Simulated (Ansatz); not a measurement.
# H4NSiTe+: functionals against CCSD(T) at one geometry

An exercise on one series of results from a longer session: the logs are not shown, and one member is left open.

Computed with Ansatz 0.2.0, Gaussian basis. Level: single points in def2-TZVPP.

Correlated methods freeze the cores. Filled d shells of the heavier atoms are correlated. Core potentials replace the inner electrons past krypton, and spin-orbit coupling is left out.

## Where the work starts

SMILES `N[Te][SiH2+]`, 7 atoms, charge 1, spin multiplicity 1.

Atoms are counted from 1 here; the program's logs count them from 0.

Bond lengths: N1–Te2 2.058 Å, N1–H4 1.035 Å, N1–H5 0.994 Å, Te2–Si3 2.465 Å, Si3–H6 1.451 Å, Si3–H7 1.486 Å. Angles: Te2–N1–H4 110.0°, Te2–N1–H5 112.4°, H4–N1–H5 104.0°, N1–Te2–Si3 87.1°, Te2–Si3–H6 125.1°, Te2–Si3–H7 127.5°, H6–Si3–H7 107.2°.

Geometry (Å):

```xyz
7

N    -1.1648    0.0517   -0.9867
Te   -0.8905   -1.1157    0.6860
Si    1.2742    0.0268    0.9761
H    -1.3207   -0.5483   -1.8152
H    -1.9883    0.6051   -0.9314
H     1.5149    1.1419    1.8725
H     2.5274   -0.2002    0.2104
```

The first run:

The input, run/in.yaml:

```yaml
crystal:
  periodic: [false, false, false]
  atoms:
    - {symbol: N, position_ang: [-1.164800, 0.051700, -0.986700]}
    - {symbol: Te, position_ang: [-0.890500, -1.115700, 0.686000]}
    - {symbol: Si, position_ang: [1.274200, 0.026800, 0.976100]}
    - {symbol: H, position_ang: [-1.320700, -0.548300, -1.815200]}
    - {symbol: H, position_ang: [-1.988300, 0.605100, -0.931400]}
    - {symbol: H, position_ang: [1.514900, 1.141900, 1.872500]}
    - {symbol: H, position_ang: [2.527400, -0.200200, 0.210400]}
basis:
  gaussian: {orbitals: def2-TZVPP}
total_charge: 1
correlation: {method: ccsd_t}
output: {forces: true}
```

The command line of these runs was not kept.

Steps of the session up to this table: CCSD(T)/def2-TZVPP; PBE0-D4/def2-TZVPP; wB97M-V/def2-TZVPP; r2SCAN-D4/def2-TZVPP; PBE-D4/def2-TZVPP; B97M-V/def2-TZVPP; wB97X-V/def2-TZVPP.

One table of the session follows, with a row left open; its other results are not shown here.

```
   method  RMS force component (eV/Å)  angle to CCSD(T) forces (°)
  CCSD(T)                       0.569                    reference
  PBE0-D4                       0.590                          9.1
  wB97M-V                       0.564                          9.6
r2SCAN-D4                       0.591                          6.0
   PBE-D4                           ?                            ?
   B97M-V                       0.583                         10.6
  wB97X-V                       0.576                         11.5
```

**Question.** Estimate the row for PBE-D4.

**Answer.** RMS force component (eV/Å): 0.639; angle to CCSD(T) forces (°): 16.4. In the column «RMS force component (eV/Å)» it is the highest.
